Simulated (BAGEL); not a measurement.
# UHF/3-21G (density fitting with qzvpp-jkfit) run of BSiH2Cl2 (SMILES [SiH2]B(Cl)Cl)

Aim: the vertical doublet–quartet gap of BSiH2Cl2 at UHF/3-21G (density fitting with qzvpp-jkfit), from 2 runs. 

The results are computed with BAGEL 1.2.2.

**1. The system as given**

BSiH2Cl2 has 6 atoms, charge 0, and is taken as a doublet. As SMILES, `[SiH2]B(Cl)Cl`. The coordinates come from a GFN2-xTB relaxation.

Bond lengths: Si1–B2 1.896 Å, B2–Cl3 1.758 Å, B2–Cl4 1.762 Å, Si1–H5 1.460 Å, Si1–H6 1.460 Å. Angles: Si1–B2–Cl3 121.8°, Si1–B2–Cl4 121.2°, Cl3–B2–Cl4 117.0°, B2–Si1–H5 125.4°, B2–Si1–H6 125.8°, H5–Si1–H6 108.8°.

**2. The energy at UHF/3-21G (density fitting with qzvpp-jkfit)**

Input file input.json:

```json
{ "bagel": [

{
  "title": "molecule",
  "basis": "3-21g",
  "df_basis": "qzvpp-jkfit",
  "angstrom": true,
  "geometry": [
    { "atom": "Si", "xyz": [   -0.277600,    0.899120,   -0.240490 ] },
    { "atom": "B", "xyz": [    0.260960,   -0.855210,    0.234790 ] },
    { "atom": "Cl", "xyz": [    0.075530,   -1.470010,    1.870910 ] },
    { "atom": "Cl", "xyz": [    0.980940,   -1.942080,   -0.950460 ] },
    { "atom": "H", "xyz": [   -0.162710,    1.486720,   -1.572240 ] },
    { "atom": "H", "xyz": [   -0.877120,    1.881470,    0.657500 ] }
  ]
},
{
  "title": "uhf",
  "nopen": 1
},
{
  "title": "print",
  "file": "orbitals.molden",
  "orbitals": true
}

]}
```

Started as:

```console
BAGEL_NUM_THREADS=1 BAGEL input.json > input.out
```

What it wrote:

```text
* using 1 threads per process

  ===============================================================
  ===============================================================

  *** Geometry ***

  { "atom" : "Si", "xyz" : [     -0.524588,      1.699091,     -0.454460 ] },
  { "atom" : "B", "xyz" : [      0.493143,     -1.616113,      0.443689 ] },
  { "atom" : "Cl", "xyz" : [      0.142731,     -2.777916,      3.535508 ] },
  { "atom" : "Cl", "xyz" : [      1.853708,     -3.669999,     -1.796109 ] },
  { "atom" : "H", "xyz" : [     -0.307477,      2.809494,     -2.971103 ] },
  { "atom" : "H", "xyz" : [     -1.657517,      3.555463,      1.242495 ] },

  Number of auxiliary basis functions:      495

  Since a DF basis is specified, we compute 2- and 3-index integrals:
    o Being stored without compression. Storage requirement is 0.011 GB

  Number of basis functions:       52
  Number of electrons      :       55

    * METHOD: MOLECULE                             0.18

  *** Open-shell HF ***

  === Nuclear Repulsion ===
   221.5756992508

      * DIIS with orbital gradients will be used.

  === UHF iteration (3-21g) ===
      0      -1227.64643297          0.02256082           0.08
      1      -1227.70758875          0.01025028           0.08
      2      -1227.71692402          0.00443157           0.08
      3      -1227.71906617          0.00082780           0.08
      4      -1227.71947468          0.00030747           0.08
      5      -1227.71958982          0.00014162           0.08
      6      -1227.71962837          0.00004011           0.08
      7      -1227.71963125          0.00001641           0.08
      8      -1227.71963188          0.00000310           0.08
      9      -1227.71963192          0.00000096           0.08
     10      -1227.71963192          0.00000041           0.08
     11      -1227.71963193          0.00000017           0.08
     12      -1227.71963193          0.00000006           0.08
     13      -1227.71963193          0.00000002           0.08
     14      -1227.71963193          0.00000001           0.08
     15      -1227.71963193          0.00000001           0.08
    * SCF iteration converged.

    * S^2 (UHF) is 0.7603

    * Permanent dipole moment:
           (    0.269213,    -0.854558,     0.219213) a.u.

    * METHOD: UHF                                  1.44

    * METHOD: PRINT                                0.01

  ===============================================================
```

Run time: 1.8 s. Hardware: 1 thread of Arm Neoverse V1, shared host.

**3. The quartet, same level**

Input file job.json:

```json
{ "bagel": [

{
  "title": "molecule",
  "basis": "3-21g",
  "df_basis": "qzvpp-jkfit",
  "angstrom": true,
  "geometry": [
    { "atom": "Si", "xyz": [   -0.277600,    0.899120,   -0.240490 ] },
    { "atom": "B", "xyz": [    0.260960,   -0.855210,    0.234790 ] },
    { "atom": "Cl", "xyz": [    0.075530,   -1.470010,    1.870910 ] },
    { "atom": "Cl", "xyz": [    0.980940,   -1.942080,   -0.950460 ] },
    { "atom": "H", "xyz": [   -0.162710,    1.486720,   -1.572240 ] },
    { "atom": "H", "xyz": [   -0.877120,    1.881470,    0.657500 ] }
  ]
},
{
  "title": "uhf",
  "nopen": 3
},
{
  "title": "print",
  "file": "orbitals.molden",
  "orbitals": true
}

]}
```

Started as:

```console
BAGEL_NUM_THREADS=1 BAGEL job.json > job.out
```

What it wrote:

```text
* using 1 threads per process

  ===============================================================
  ===============================================================

  *** Geometry ***

  { "atom" : "Si", "xyz" : [     -0.524588,      1.699091,     -0.454460 ] },
  { "atom" : "B", "xyz" : [      0.493143,     -1.616113,      0.443689 ] },
  { "atom" : "Cl", "xyz" : [      0.142731,     -2.777916,      3.535508 ] },
  { "atom" : "Cl", "xyz" : [      1.853708,     -3.669999,     -1.796109 ] },
  { "atom" : "H", "xyz" : [     -0.307477,      2.809494,     -2.971103 ] },
  { "atom" : "H", "xyz" : [     -1.657517,      3.555463,      1.242495 ] },

  Number of auxiliary basis functions:      495

  Since a DF basis is specified, we compute 2- and 3-index integrals:
    o Being stored without compression. Storage requirement is 0.011 GB

  Number of basis functions:       52
  Number of electrons      :       55

    * METHOD: MOLECULE                             0.18

  *** Open-shell HF ***

  === Nuclear Repulsion ===
   221.5756992508

      * DIIS with orbital gradients will be used.

  === UHF iteration (3-21g) ===
      0      -1227.42446078          0.01896406           0.09
      1      -1227.48447528          0.01027095           0.08
      2      -1227.49499243          0.00414863           0.08
      3      -1227.49777826          0.00130343           0.08
      4      -1227.49861909          0.00031252           0.08
      5      -1227.49877668          0.00007111           0.08
      6      -1227.49879858          0.00002826           0.08
      7      -1227.49880436          0.00001211           0.08
      8      -1227.49880539          0.00000650           0.08
      9      -1227.49880550          0.00000358           0.08
     10      -1227.49880552          0.00000217           0.08
     11      -1227.49880553          0.00000172           0.08
     12      -1227.49880553          0.00000127           0.08
     13      -1227.49880554          0.00000083           0.09
     14      -1227.49880554          0.00000067           0.08
     15      -1227.49880554          0.00000045           0.08
     16      -1227.49880554          0.00000021           0.08
     17      -1227.49880554          0.00000013           0.09
     18      -1227.49880554          0.00000007           0.08
     19      -1227.49880554          0.00000003           0.09
     20      -1227.49880554          0.00000001           0.09
     21      -1227.49880554          0.00000001           0.09
    * SCF iteration converged.

    * S^2 (UHF) is 3.7755

    * Permanent dipole moment:
           (    0.270640,    -0.875457,     0.232573) a.u.

    * METHOD: UHF                                  1.96

    * METHOD: PRINT                                0.01

  ===============================================================
```

It took 2.3 s on 1 thread of Arm Neoverse V1, shared host.

**4. Outcome**

Level: UHF/3-21G (density fitting with qzvpp-jkfit).

| quantity | value |
| --- | --- |
| doublet: total energy | -1227.71963 Eh |
| doublet: dipole moment | 2.34 D |
| doublet: ⟨S²⟩ | 0.760 |
| quartet: total energy | -1227.49881 Eh |
| quartet: dipole moment | 2.40 D |
| quartet: ⟨S²⟩ | 3.776 |
| vertical energy of the quartet above the doublet | 6.009 eV |

In words: At this shape the quartet lies 6.01 eV (580 kJ/mol) above the doublet.
